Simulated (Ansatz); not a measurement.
# F₃GaH₂Se: up Jacob's ladder to CCSD(T)

An exercise on one series of results from a longer session: the logs are not shown, and one member is left open.

Computed with Ansatz 0.2.0, Gaussian basis. Level: functionals in def2-TZVPP, the program's frozen cores in correlated methods.

Levels to be run: LDA (SPW92), PBE-D4, revPBE-D4, BLYP-D4, r2SCAN-D4, B97M-V, PBE0-D4, B3LYP-D4, r2SCANh-D4, r2SCAN0-D4, HSE06-D4, BHLYP-D4, CAM-B3LYP-D4, LC-ωPBE, ωB97X-V, ωB97M-V, B2PLYP, PBE-QIDH; CCSD(T)/def2-SVP; CCSD(T)/def2-TZVPP; MP2/def2-QZVPP; extrapolation to the limit; RPA on PBE.

## The geometry

An earlier PBE0-D4 in a triple-zeta def2 set relaxation fixed the geometry.

SMILES `[F][Ga-]([F])([F])[SeH2+]`, 7 atoms, charge 0, spin multiplicity 1.

Atoms are counted from 1 here; the program's logs count them from 0.

Bond lengths: F1–Ga2 1.750 Å, Ga2–F3 1.752 Å, Ga2–F4 1.750 Å, Ga2–Se5 2.597 Å, Se5–H6 1.470 Å, Se5–H7 1.470 Å. Angles: F1–Ga2–F3 117.0°, F1–Ga2–F4 118.5°, F1–Ga2–Se5 99.0°, F3–Ga2–F4 117.0°, F3–Ga2–Se5 99.6°, F4–Ga2–Se5 99.1°, Ga2–Se5–H6 92.5°, Ga2–Se5–H7 92.6°, H6–Se5–H7 91.5°.

The first run:

File in.yaml:

```yaml
crystal:
  periodic: [false, false, false]
  atoms:
    - {symbol: F, position_ang: [0.482212, -1.068473, 1.960623]}
    - {symbol: Ga, position_ang: [0.288619, -0.999074, 0.223095]}
    - {symbol: F, position_ang: [-1.298327, -1.378328, -0.415243]}
    - {symbol: F, position_ang: [1.663539, -1.389892, -0.785689]}
    - {symbol: Se, position_ang: [0.273374, 1.579953, -0.080909]}
    - {symbol: H, position_ang: [-1.073841, 1.704747, 0.494192]}
    - {symbol: H, position_ang: [-0.274376, 1.483068, -1.441769]}
basis:
  gaussian: {orbitals: def2-TZVPP}
hamiltonian: {xc: lda}
output: {orbitals: {seedname: orbitals}}
```

Among the steps run: LDA; PBE-D4 (GGA); revPBE-D4 (GGA); BLYP-D4 (GGA); r2SCAN-D4 (meta-GGA); B97M-V (meta-GGA); PBE0-D4 (hybrid); B3LYP-D4 (hybrid); r2SCANh-D4 (hybrid); r2SCAN0-D4 (hybrid); HSE06-D4 (hybrid); BHLYP-D4 (hybrid); CAM-B3LYP-D4 (range-separated); LC-ωPBE (range-separated); ωB97X-V (range-separated); ωB97M-V (range-separated); B2PLYP (double hybrid); PBE-QIDH (double hybrid).

One of the session's tables, all rows but one given; the rest of the session is left out.

It belongs to the step «Frontier levels by functional». 

```
  functional  HOMO (eV)  gap (eV)
 LDA (SPW92)      -8.28      5.78
      PBE-D4          ?         ?
   revPBE-D4      -8.00      5.68
     BLYP-D4      -7.95      5.63
   r2SCAN-D4      -8.46      6.31
      B97M-V      -8.54      6.34
     PBE0-D4      -9.52      8.04
    B3LYP-D4      -9.26      7.51
  r2SCANh-D4      -8.99      7.17
  r2SCAN0-D4      -9.77      8.44
    HSE06-D4      -9.12      7.26
    BHLYP-D4     -10.75     10.20
CAM-B3LYP-D4     -10.84     10.46
     LC-ωPBE     -12.15     13.03
     ωB97X-V     -11.81     12.53
     ωB97M-V     -11.68     12.22
```

Estimate the missing values for PBE-D4.

**Answer.** HOMO (eV): -8.07; gap (eV): 5.70. In the column «HOMO (eV)» it lies between LDA (SPW92) (-8.28) and revPBE-D4 (-8.00).
